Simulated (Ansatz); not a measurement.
# BFH4SiSn: the cost of one run

Computed with Ansatz 0.2.0, Gaussian basis. Level: the settings change from run to run.

### 1 The geometry

The structure was relaxed beforehand with PBE0-D4 in a triple-zeta def2 set. Sn takes a core potential in def2 sets; no spin-orbit term is included.

8 atoms, charge 0, spin multiplicity 1.

Atoms are counted from 1 here; the program's logs count them from 0.

Bond lengths: F1–B2 1.314 Å, B2–Si3 1.939 Å, B2–Sn4 2.244 Å, Si3–Sn4 2.683 Å, Si3–H5 1.491 Å, Si3–H6 1.487 Å, Sn4–H7 1.711 Å, Sn4–H8 1.702 Å. Angles: F1–B2–Si3 138.9°, F1–B2–Sn4 126.8°, Si3–B2–Sn4 79.4°, B2–Si3–Sn4 55.3°, B2–Si3–H5 132.8°, B2–Si3–H6 108.1°, Sn4–Si3–H5 146.4°, Sn4–Si3–H6 88.0°, H5–Si3–H6 112.3°, B2–Sn4–Si3 45.3°, B2–Sn4–H7 119.9°, B2–Sn4–H8 131.4°, Si3–Sn4–H7 130.2°, Si3–Sn4–H8 105.3°, H7–Sn4–H8 108.4°.

### 2 BCCD(T)/def2-SVPD

Set apart from the defaults: multiplicity 3, density fitting with def2-universal-jkfit, the search for lower states set to off.

File in.yaml:

```yaml
crystal:
  periodic: [false, false, false]
  atoms:
    - {symbol: F, position_ang: [2.415878, -0.732026, 0.525462]}
    - {symbol: B, position_ang: [1.183956, -0.281226, 0.597737]}
    - {symbol: Si, position_ang: [0.191463, 1.330087, 0.175016]}
    - {symbol: Sn, position_ang: [-0.629606, -1.161626, -0.387816]}
    - {symbol: H, position_ang: [0.597657, 2.656707, -0.370621]}
    - {symbol: H, position_ang: [-0.947679, 1.434232, 1.124737]}
    - {symbol: H, position_ang: [-0.459861, -2.083767, -1.819282]}
    - {symbol: H, position_ang: [-2.259606, -1.219481, 0.098966]}
basis:
  gaussian: {orbitals: def2-SVPD, fitting: {mean_field: def2-universal-jkfit}}
magnetization: {spin_polarized: true, initial_magnetization: 2}
hamiltonian: {xc: {name: HF}}
correlation: {method: bccd_t}
scf: {lower_state_search: off}
```

Started as:

```
> ansatz run in.yaml --threads 2 --pin off --events-out ev --progress --plain --max-ram 4352MiB
```

Q: Estimate wall time and peak memory on 2 threads of Arm Neoverse V2, shared host.

About 2 min, with a peak of 2.2 GiB.
